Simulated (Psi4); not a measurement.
# triplet MoH2O4: levels of theory compared

We compute a comparison of 3 runs (U-wB97X-V/def2-SVP, UDSD-PBEP86/def2-SVP, UMP3/def2-SVP) of triplet MoH2O4. 

Program for the calculation: Psi4 1.11.

### 1 The structure to begin with

MoH2O4 has 7 atoms, charge 0, and is taken as a triplet. SMILES of the parent species: `[O]=[Mo](=[O])([OH])[OH]`. Geometry: relaxed at PBE0-D4/def2-TZVP. This is one conformer, not always the lowest. That shape belongs to the parent species and isn't relaxed for this state.

Bond lengths: O1–Mo2 1.675 Å, Mo2–O3 1.675 Å, Mo2–O4 1.869 Å, Mo2–O5 1.869 Å, O4–H6 0.961 Å, O5–H7 0.961 Å. Angles: O1–Mo2–O3 109.2°, O1–Mo2–O4 108.8°, O1–Mo2–O5 110.0°, O3–Mo2–O4 110.0°, O3–Mo2–O5 108.8°, O4–Mo2–O5 110.1°, Mo2–O4–H6 123.2°, Mo2–O5–H7 123.3°.

### 2 The energy at U-wB97X-V/def2-SVP (core potential) (run 1)

input.dat reads:

```
memory 2.2 GB

molecule mol {
  0 3
  O      0.09938070    -3.58989382    -0.44801627
  Mo     0.17965626    -0.54299390     0.40899343
  O      1.19691473    -0.32862337     3.39961730
  O     -3.07713554     0.79939195     0.14101136
  O      2.40199308     1.24155006    -1.67834136
  H     -3.83623852     1.83394141     1.42547711
  H      3.03542928     0.58666548    -3.24876046
  units au
  symmetry c1
  no_reorient
  no_com
}

set globals {
  reference            uks
  puream               true
  e_convergence        1e-09
  d_convergence        1e-08
  scf_type             pk
  dft_radial_points    99
  dft_spherical_points 590
  maxiter              100
}

e, wfn = energy("wb97x-v/def2-SVP", return_wfn=True)
```

On the command line:

```sh
$ psi4 -i input.dat -o output.dat -n 1
```

output.dat:

```text
[...]
    !!!  WARNING: ECP capability is in beta. Please check occupations closely.  !!!
[...]
  Running in c1 symmetry.
[...]
  Nuclear repulsion =  226.529775216206161
[...]
  Multiplicity = 3
[...]
  Nalpha       = 25
  Nbeta        = 23
[...]
    Number of basis functions: 97
[...]
   @UKS iter   1:  -369.21676869640885   -6.42711e-01   1.25793e-02 ADIIS/DIIS
[...]
   @UKS iter  47:  -369.89611304416792   -1.79625e-11   9.52956e-09 DIIS
[...]
   @S^2 Observed:                2.028827036E+00
[...]
  @UKS Final Energy:  -369.89611304416792
   => Energetics <=
    Nuclear Repulsion Energy =            226.5297752162061613
    One-Electron Energy =                -981.9809409030547158
    Two-Electron Energy =                 415.2392801583727078
    DFT Exchange-Correlation Energy =     -29.8717445504712025
    Empirical Dispersion Energy =           0.0000000000000000
    VV10 Nonlocal Energy =                  0.1875170347790769
    Total Energy =                       -369.8961130441679188
[...]
 Multipole Moments:
 ------------------------------------------------------------------------------------
     Multipole            Electronic (a.u.)      Nuclear  (a.u.)        Total (a.u.)
 ------------------------------------------------------------------------------------
 L = 1.  Multiply by 2.5417464519 to convert [e a0] to [Debye]
 Dipole X            :         -6.7610808            6.6836022           -0.0774786
 Dipole Y            :         20.4362005          -20.2019092            0.2342914
 Dipole Z            :        -15.3932599           15.2167929           -0.1764670
 Magnitude           :                                                    0.3033743
[...]
```

It took 11 min on 1 thread of Intel Xeon Platinum 8259CL at 2.50GHz (Skylake/Cascade Lake), shared host; peak memory 1.3 GiB.

### 3 The energy at UDSD-PBEP86/def2-SVP (core potential, density fitting for correlation) (run 2)

h2moo4.xyz reads:

```xyz
7
H2MoO4
O      0.052590    -1.899690    -0.237080
Mo     0.095070    -0.287340     0.216430
O      0.633380    -0.173900     1.799000
O     -1.628350     0.423020     0.074620
O      1.271080     0.657000    -0.888140
H     -2.030050     0.970480     0.754330
H      1.606280     0.310450    -1.719170
```

calc.py reads:

```python
import psi4

psi4.set_memory(2200000000)
psi4.set_num_threads(1)
psi4.core.set_output_file('output.dat', False)

with open('h2moo4.xyz') as f:
    atoms = ''.join(f.readlines()[2:])
mol = psi4.geometry('0 3\n' + atoms + 'symmetry c1')

options = {'basis': 'def2-SVP', 'reference': 'uks', 'puream': True, 'e_convergence': 1e-09, 'd_convergence': 1e-08, 'scf_type': 'pk', 'dft_radial_points': 99, 'dft_spherical_points': 590, 'num_frozen_docc': 4, 'maxiter': 100}
psi4.set_options(options)

result = psi4.energy('DSD-PBEP86')
print(f'total energy {result:.8f} hartree = {result * 27.211386:.5f} eV')
```

On the command line:

```sh
$ python calc.py
```

output.dat:

```text
[...]
    !!!  WARNING: ECP capability is in beta. Please check occupations closely.  !!!
[...]
  Running in c1 symmetry.
[...]
  Nuclear repulsion =  226.529775144928550
[...]
  Multiplicity = 3
[...]
  Nalpha       = 25
  Nbeta        = 23
[...]
    Number of basis functions: 97
[...]
   @UKS iter   1:  -368.15685365485245   -9.36551e-01   1.12739e-02 DIIS/ADIIS
[...]
   @UKS iter  47:  -368.72855174380129   -1.85878e-11   8.46265e-09 DIIS
[...]
   @S^2 Observed:                2.164417074E+00
[...]
  @UKS Final Energy:  -368.72855174380129
   => Energetics <=
    Nuclear Repulsion Energy =            226.5297751449285499
    One-Electron Energy =                -981.5040778663087622
    Two-Electron Energy =                 398.5389289042387873
    DFT Exchange-Correlation Energy =     -12.2931779266598085
    Empirical Dispersion Energy =           0.0000000000000000
    VV10 Nonlocal Energy =                  0.0000000000000000
    Total Energy =                       -368.7285517438012903
[...]
 Multipole Moments:
 ------------------------------------------------------------------------------------
     Multipole            Electronic (a.u.)      Nuclear  (a.u.)        Total (a.u.)
 ------------------------------------------------------------------------------------
 L = 1.  Multiply by 2.5417464519 to convert [e a0] to [Debye]
 Dipole X            :          1.0440310           -1.1409003           -0.0968693
 Dipole Y            :         -3.1548227            3.4477678            0.2929451
 Dipole Z            :          2.3761494           -2.5967996           -0.2206502
 Magnitude           :                                                    0.3793244
[...]
```

Standard output:

```text
total energy -369.29841089 hartree = -10049.12161 eV
```

It took 72 s on 1 thread of Intel Xeon Platinum 8259CL at 2.50GHz (Skylake/Cascade Lake), shared host; peak memory 1.2 GiB.

### 4 A single-point energy at UMP3/def2-SVP (core potential) (run 3)

h2moo4.xyz is that of step 3.

job.py reads:

```python
import psi4

psi4.set_memory(2200000000)
psi4.set_num_threads(1)
psi4.set_output_file('run.log', False)

with open('h2moo4.xyz') as f:
    atoms = ''.join(f.readlines()[2:])
m = psi4.geometry('0 3\n' + atoms + 'symmetry c1')

psi4.set_options({
    'reference': 'uhf',
    'puream': True,
    'e_convergence': 1e-09,
    'd_convergence': 1e-08,
    'scf_type': 'pk',
    'num_frozen_docc': 4,
    'maxiter': 100,
    'mp_type': 'conv',
})

E = psi4.energy('mp3/def2-SVP')
print('E =', round(E, 9))
```

On the command line:

```sh
$ python job.py
```

run.log:

```text
[...]
  Running in c1 symmetry.
[...]
  Nuclear repulsion =  226.529775144928550
[...]
  Multiplicity = 3
[...]
  Nalpha       = 25
  Nbeta        = 23
[...]
    Number of basis functions: 97
[...]
   @UHF iter   1:  -367.32421298764626   -1.26717e+00   1.03979e-02 ADIIS/DIIS
[...]
   @UHF iter  78:  -367.85186073780829    2.13731e-11   8.77602e-09 DIIS
[...]
   @S^2 Observed:                2.160125522E+00
[...]
  @UHF Final Energy:  -367.85186073780829
   => Energetics <=
    Nuclear Repulsion Energy =            226.5297751449285499
    One-Electron Energy =                -981.1204528318342000
    Two-Electron Energy =                 386.7388169490973837
    Total Energy =                       -367.8518607378082947
  UHF NO Occupations:
  HONO-2 :   23  A 1.9254426
  HONO-1 :   24  A 1.0000000
[...]
 Multipole Moments:
 ------------------------------------------------------------------------------------
     Multipole            Electronic (a.u.)      Nuclear  (a.u.)        Total (a.u.)
 ------------------------------------------------------------------------------------
 L = 1.  Multiply by 2.5417464519 to convert [e a0] to [Debye]
 Dipole X            :          1.0877558           -1.1409003           -0.0531445
 Dipole Y            :         -3.2870027            3.4477678            0.1607651
 Dipole Z            :          2.4757236           -2.5967996           -0.1210761
 Magnitude           :                                                    0.2081566
[...]
	SCS-MP2 Total Energy (a.u.)        :  -368.85683075118436
	SOS-MP2 Total Energy (a.u.)        :  -368.82586675837916
[...]
	SOS-PI-MP2 Total Energy (a.u.)     :  -368.90079029842309
[...]
	MP2 Total Energy (a.u.)            :  -368.91875873679464
[...]
	SCS-MP3 Total Energy (a.u.)        :  -368.84712326880685
[...]
	MP3 Total Energy (a.u.)            :  -368.87992880728473
[...]
```

The script printed:

```text
E = -368.879928807
```

Run time: 35 s. Hardware: 1 thread of Intel Xeon Platinum 8259CL at 2.50GHz (Skylake/Cascade Lake), shared host; peak memory 0.74 GiB.

### 5 The series

| run | level | frozen core orbitals | fitting correlation | energy (Eh) | HOMO energy (eV) | LUMO energy (eV) | ⟨S²⟩ | wall time |
| --- | --- | --- | --- | --- | --- | --- | --- | --- |
| 1 | U-wB97X-V/def2-SVP (core potential) | 0 | – | -369.896113 | -6.93 | -4.27 | 2.029 | 11 min |
| 2 | UDSD-PBEP86/def2-SVP (core potential, density fitting for correlation) | 4 | density fitting | -369.298411 | -7.87 | -2.72 | 2.164 | 72 s |
| 3 | UMP3/def2-SVP (core potential) | 4 | none | -368.879929 | -9.40 | -0.59 | 2.160 | 35 s |

### 6 Results

| quantity | value |
| --- | --- |
| run 3: total energy | -368.87993 Eh |
| run 3: HOMO energy (Hartree–Fock orbitals) (highest over α and β) | -9.40 eV |
| run 3: LUMO energy (Hartree–Fock orbitals) (lowest over α and β) | -0.59 eV |
| run 3: correlation energy (4 core orbitals frozen) | -1028.1 mEh |
| run 3: ⟨S²⟩ of the reference determinant | 2.160 |

Totals of different functionals can't be ranked against each other. Spin contamination of the reference: run 2 ⟨S²⟩ = 2.16, run 3 ⟨S²⟩ = 2.16. All runs together took 12 min, the longest 11 min.
